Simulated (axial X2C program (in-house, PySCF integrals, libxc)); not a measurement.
# A two-component session on CoN⁻: EOM-EA-CCSD levels

Aim: EOM-EA-CCSD levels of CoN⁻, with spin–orbit coupling in the Hamiltonian from the start.

Computed with an in-house X2C program for linear molecules on PySCF integrals. Level: two-component X2C with atomic mean-field terms, Co dyall-acv3z, N dyall-av3z.

All values are calculated.

### Step 1. The job

The input, task.json:

```json
{"zs": [27, 7], "q": -1, "bas": ["dyall-acv3z", "dyall-av3z"], "r0": 1.63, "eom": "ea", "thr": -2.0, "nmax": 92, "grid": [1, 0.96, 1.045, 0.92, 1.09, 1.15], "rq": 0}
```

Keys: zs atomic numbers; q charge; bas basis sets; r0 starting distance in Å; eom kind of EOM run; thr threshold in hartree for freezing inner shells (an s shell follows its p shell); nmax most natural virtual spinors; grid distances as factors.

The run is started by

```
$ python soeom.py task.json out
```

The runs that follow: EOM-EA-CCSD at 1.613 Å.

What does the calculation give? Wanted: next root led by one particle; T1 of the reference.

The runs gave:

```
                     quantity                            value
       lowest root at 1.613 Å                Ω = 1/2, 0.566 eV
next root led by one particle  Ω = 1/2, about 2270 cm⁻¹ higher
          T1 of the reference                            0.168
```

The added electron is bound by 0.57 eV in a spinor of 28% N pπ, 25% Co sσ, 18% Co pσ. The closed-shell reference lies 1.28 eV above the lowest determinant found, so these energies count from an excited configuration. Errors of 0.1 to 0.3 eV are usual at this size, and roots led by higher excitations are left out, so the list is incomplete, and low states of that kind can be missing. T1 or the largest double amplitude of the reference is raised, which lowers the reliability.
